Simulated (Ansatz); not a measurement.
# CO on Pd (Palladium) (100)

This session takes Pd (Palladium) and sets out to find where and how strongly CO adsorbs.

Method: DFT PBE, scalar-relativistic, plane waves, PAW, in Ansatz 0.2.0.

2 further runs of the same task are left out: 2 set aside as unsound or not needed.

## 1. The structure to begin with

Symmetry: P4mm, No. 99, tetragonal system. Conventional cell: a = 2.788 Å, b = 2.788 Å, c = 22.914 Å, α = 90.00°, β = 90.00°, γ = 90.00°. Around Pd (site symmetry 4mm) lie 8 Pd at 2.79 Å. Pd (site symmetry 4mm) is surrounded by 12 Pd at 2.78 to 2.79 Å. Around Pd (site symmetry 4mm) lie 12 Pd at 2.77 to 2.79 Å. Pd (site symmetry 4mm) has 8 Pd at 2.77 to 2.79 Å as nearest neighbours.

Structure file:

```cif
data_structure
_symmetry_space_group_name_H-M 'P4mm'
_symmetry_Int_Tables_number 99
_cell_length_a 2.7877
_cell_length_b 2.7877
_cell_length_c 22.9136
_cell_angle_alpha 90.000
_cell_angle_beta 90.000
_cell_angle_gamma 90.000
_cell_volume 178.07
loop_
_atom_site_label
_atom_site_type_symbol
_atom_site_symmetry_multiplicity
_atom_site_Wyckoff_symbol
_atom_site_fract_x
_atom_site_fract_y
_atom_site_fract_z
_atom_site_occupancy
Pd1 Pd 1 b 0.50000 0.50000 0.62904 1
Pd2 Pd 1 a 0.00000 0.00000 0.54301 1
Pd3 Pd 1 b 0.50000 0.50000 0.45776 1
Pd4 Pd 1 a 0.00000 0.00000 0.37298 1
```

Planes are indexed in the bulk's conventional cell (Fm-3m (No. 225)), a = 3.942 Å, b = 3.942 Å, c = 3.942 Å, α = 90.00°, β = 90.00°, γ = 90.00°.

It is a (100) slab, 5.9 Å thick as cut, with 17 Å of vacuum, in a 2×2 surface cell; its outer planes are Pd (top) and Pd (bottom). An earlier relaxation, lower half held, gave -111559.6351 eV, work function 5.08 eV.

## 2. CO at the top (Pd) site

Contents of input.yaml:

```yaml
crystal:
  lattice:
    - [5.5753612515, 0.0, 0.0]
    - [0.0, 5.5753612515, 0.0]
    - [0.0, 0.0, 26.0635636227]
  atoms:
    - { symbol: Pd, position: [0.25, 0.25, 0.3261257794] }
    - { symbol: Pd, position: [0.25, 0.75, 0.3261257794] }
    - { symbol: Pd, position: [0.75, 0.25, 0.3261257794] }
    - { symbol: Pd, position: [0.75, 0.75, 0.3261257794] }
    - { symbol: Pd, position: [0.5, 0.5, 0.4017558008] }
    - { symbol: Pd, position: [0.5, 0.0, 0.4017558008] }
    - { symbol: Pd, position: [0.0, 0.5, 0.4017558008] }
    - { symbol: Pd, position: [0.0, 0.0, 0.4017558008] }
    - { symbol: Pd, position: [0.75, 0.75, 0.4767037815] }
    - { symbol: Pd, position: [0.75, 0.25, 0.4767037815] }
    - { symbol: Pd, position: [0.25, 0.75, 0.4767037815] }
    - { symbol: Pd, position: [0.25, 0.25, 0.4767037815] }
    - { symbol: Pd, position: [0.0, 0.0, 0.5512398591] }
    - { symbol: Pd, position: [0.0, 0.5, 0.5512398591] }
    - { symbol: Pd, position: [0.5, 0.0, 0.5512398591] }
    - { symbol: Pd, position: [0.5, 0.5, 0.5512398591] }
    - { symbol: C, position: [0.0, 0.0, 0.6356488844] }
    - { symbol: O, position: [0.0, 0.0, 0.679771784] }
basis:
  ecutwfc: 420
kpoints:
  mp_grid: { grid: [5, 5, 1] }
hamiltonian:
  xc: pbe
scf:
  occupations: { method: gaussian, width: 0.1 }
output:
  forces: true
  eigenvalues: true
relax:
  adjacent_minimum: "off"
  f_tol: 0.03
  max_steps: 70
  constraints: [{ sites: [0, 1, 2, 3, 4, 5, 6, 7] }]
efield:
  axis: 3
  dipole_correction: true
```

Launch:

```sh
$ ansatz run input.yaml --threads 4 --pin off --max-ram 10240MiB --backend cpu --events-out ev --progress --plain --runs-dir out
```

Further runs follow: start: CO, bridge (Pd-Pd); CO at the hollow over Pd site.

**Question.** What will these runs give? Wanted: CO: lowest end.

As calculated:

| quantity | value |
| --- | --- |
| CO: lowest end | E_ads -1.86 eV, from the bridge (Pd-Pd) start, 2 bonded, 1.43 Å high |

**Reading.** The strongest binding of CO is 1.86 eV, a moderate chemical bond; the ends span 0.39 eV. It raises the work function by 0.80 eV, as a dipole layer with its negative end outwards does. A start on a symmetric site keeps its symmetry, so an end may be a saddle point and not a minimum.
